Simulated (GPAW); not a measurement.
Mn3Al:

```
CELL_PARAMETERS angstrom
0.00000 2.85803 2.85803
2.85803 0.00000 2.85803
2.85803 2.85803 0.00000
ATOMIC_POSITIONS crystal
Mn 0.00000 0.00000 0.00000
Mn 0.25000 0.25000 0.25000
Mn 0.75000 0.75000 0.75000
Al 0.50000 0.50000 0.50000
```

The cell comes from a database or a generator and needn't be the stable form of this composition.

Base run:

- Program: GPAW 26.7.0
- Functional: PBEsol
- Potentials or basis: PAW data sets generated in the run's folder for this functional
- Cutoff: 600 eV
- Basis: pw
- k mesh: 7 × 7 × 7
- Occupations: fermi-dirac, width 0.05 eV
- Spin: collinear spin, ferromagnetic start
- Starting moments: [4.0, 4.0, 4.0, 0.0] μB
- Hubbard terms: Mn d U = 8 eV

Its results: pressure 78.7 GPa; net moment 12.31 μB per cell; site moments Mn +4.19, +4.08; Al -0.19 μB.

The run is repeated on the same cell with these changes: hubbard terms from Mn d U = 8 eV to Mn d U = 6 eV. What comes out?

Pressure 69.3 GPa; net moment 11.97 μB per cell; site moments Mn +4.09, +3.91; Al -0.17 μB.

Caveats: a pressure of tens of GPa on the cell as given is suspect, and the run, the potentials or the cell itself is likely at fault; the U is typed as a test and isn't derived for this compound.
